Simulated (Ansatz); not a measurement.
# Tantalum, hcp under PBEsol: from relaxation to bulk modulus

What does PBEsol give for tantalum in the hcp structure? We relax it, solve it on a dense k-mesh, then scale the cell to 7 volumes from 88 to 112 % of the relaxed one and try a fit of the equation of state. Spin polarisation is left out. The k-meshes are 12×12×7 for the relaxation; 21×21×10 for the dense run; 14×14×7 for the volumes.

This is Ta in the hcp structure; at room conditions it is bcc.

Computed with Ansatz 0.2.0 (DFT PBEsol, plane waves (420 eV) with PAW, scalar-relativistic; the PAW data stem from PBE, with regenerated cores, unless a step says otherwise).

**1. The starting structure**

The structure is hexagonal, space group P6_3/mmc (No. 194). Conventional cell: a = 2.945 Å, b = 2.945 Å, c = 4.809 Å, α = 90.00°, β = 90.00°, γ = 120.00°. Around Ta (site symmetry -6m2) lie 12 Ta at 2.95 Å.

Coordinates:

```cif
data_structure
_symmetry_space_group_name_H-M 'P 1'
_symmetry_Int_Tables_number 1
_cell_length_a 2.9451
_cell_length_b 2.9451
_cell_length_c 4.8094
_cell_angle_alpha 90.000
_cell_angle_beta 90.000
_cell_angle_gamma 120.000
_cell_volume 36.13
loop_
_atom_site_label
_atom_site_type_symbol
_atom_site_fract_x
_atom_site_fract_y
_atom_site_fract_z
_atom_site_occupancy
Ta1 Ta 0.33333 0.66667 0.25000 1
Ta2 Ta 0.66667 0.33333 0.75000 1
```

**2. Geometry optimisation**

The input, input.yaml:

```yaml
crystal:
  lattice:
    - [2.9451288715, 0.0, 0.0]
    - [-1.4725644358, 2.5505564202, 0.0]
    - [0.0, 0.0, 4.8093954472]
  atoms:
    - { symbol: Ta, position: [0.3333333333, 0.6666666667, 0.25] }
    - { symbol: Ta, position: [0.6666666667, 0.3333333333, 0.75] }
hamiltonian:
  xc: pbesol
  pseudopotentials:
    kind: paw
    azcp:
      Ta: "pseudopotentials/Ta.paw.azcp"
basis:
  ecutwfc: 420
  fft_grid_basis: typed
kpoints:
  mp_grid: { grid: [12, 12, 7], shift: [0, 0, 0] }
magnetization:
  spin_polarized: false
scf:
  occupations: { method: fermi_dirac, width: 0.1 }
relax:
  max_steps: 60
  f_tol: 0.01
  cell: {}
```

After this run come: Single point on a dense mesh; At 88 % of the relaxed volume; At 92 % of the relaxed volume; At 96 % of the relaxed volume; At 100 % of the relaxed volume; At 104 % of the relaxed volume; At 108 % of the relaxed volume; At 112 % of the relaxed volume.

What does the calculation give? Wanted: space group; conventional cell; volume; shortest distance; gap on the mesh; relative to bcc; highest ELF outside the cores; V₀, B₀, B₀′.

The runs gave:

| quantity | value |
| --- | --- |
| space group (spins left aside) | P6_3/mmc (No. 194) |
| conventional cell | a = 2.863 Å, c = 5.103 Å (c/a = 1.782) |
| volume | 18.116 Å³/atom |
| shortest distance | 2.863 Å |
| gap on the mesh | none (levels filled in part) |
| relative to bcc | +296 meV/atom |
| highest ELF outside the cores | 0.64, 1.79 Å from the nearest atom |
| V₀, B₀, B₀′ | 18.129 Å³/atom, 201 GPa, 3.7 |

From the guessed start the volume grew by 0.3 % in 8 steps. It lies 296 meV/atom above the element's reference form at the same level (bcc, from a run of its own), so it is far from stable. Levels at the Fermi energy are filled in part, as in a metal. The fitted modulus is 201 GPa; letting shape and positions relax at each volume could only lower it. The symmetry was held, so the structure may be unstable against distortions that break it.
